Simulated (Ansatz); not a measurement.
BrCl₂Si, SMILES Cl[Si](Cl)Br, a rigid scan of one bond length

Computed with the Python package of Ansatz (0.2.0).

Typed at the interpreter:
```pycon
>>> import ansatz
>>> from ase import Atoms
>>> import numpy as np
>>> atoms = Atoms(["Cl", "Si", "Cl", "Br"], positions=[
...     (0.8505, 0.8311, 1.5119),
...     (-0.4315, -0.2556, 0.3092),
...     (0.7712, -1.6736, -0.5175),
...     (-1.1346, 1.0379, -1.3239),
... ])
>>> brcl2si = ansatz.Crystal.molecule_from_ase(atoms)
>>> symbols = [site.symbol for site in brcl2si.cartesian_sites]
>>> start = np.array([site.position_ang for site in brcl2si.cartesian_sites])
>>> axis = (start[3] - start[1]) / np.linalg.norm(start[3] - start[1])
>>> moving = [3]
>>> lengths, energies = [1.935, 2.023, 2.111, 2.199, 2.287, 2.375, 2.463, 2.595], []
>>> for length in lengths:
...     xyz = start.copy()
...     xyz[moving] += (length - np.linalg.norm(start[3] - start[1])) * axis
...     point = ansatz.Crystal.molecule()
...     for symbol, place in zip(symbols, xyz):
...         point = point.atom(symbol, place.tolist())
...     model = point.calculation()
...     model = model.basis(gaussian="def2-SVP")
...     model = model.functional("r2scan")
...     model = model.spin("collinear", total=1)
...     r = model.run(threads=1).report
...     energies.append(r["free_energy_ev"])
...     print(f"r = {length:6.3f} A  E = {energies[-1]:.5f} eV  <S^2> = {abs(r['mean_field']['state']['spin_squared']):.3f}")
...
r =  1.935 A  E = -102949.81244 eV  <S^2> = 0.752
r =  2.023 A  E = -102950.36988 eV  <S^2> = 0.753
r =  2.111 A  E = -102950.66491 eV  <S^2> = 0.753
r =  2.199 A  E = -102950.77738 eV  <S^2> = 0.753
r =  2.287 A  E = -102950.76472 eV  <S^2> = 0.753
r =  2.375 A  E = -102950.66818 eV  <S^2> = 0.754
r =  2.463 A  E = -102950.51766 eV  <S^2> = 0.754
r =  2.595 A  E = -102950.23667 eV  <S^2> = 0.755
>>> # quartic fit about the minimum
>>> fit = np.polynomial.Polynomial.fit(lengths, np.array(energies) - min(energies), 4).convert()
>>> roots = [r.real for r in fit.deriv().roots() if abs(r.imag) < 1e-9 and fit.deriv(2)(r.real) > 0]
>>> r_e = min(roots, key=lambda r: abs(r - lengths[int(np.argmin(energies))]))
>>> print(f"minimum of the fit at {r_e:.4f} A, force constant {fit.deriv(2)(r_e):.2f} eV/A^2")
minimum of the fit at 2.2292 A, force constant 14.08 eV/A^2
```

Total energies depend on the basis set; only differences at equal settings carry meaning. The rest of the molecule is held rigid at a force-field or estimated start geometry, and the basis set is modest; single-reference methods fail as a bond breaks. The species is open-shell (spin multiplicity 2). Spin-orbit coupling of the heavy open-shell atom is left out. Hardware and time: 110 s on 1 thread of Arm Neoverse V1 (shared host), peak memory 0.26 GiB.

(Lines on the test bed's own set-up are left out of the output.)
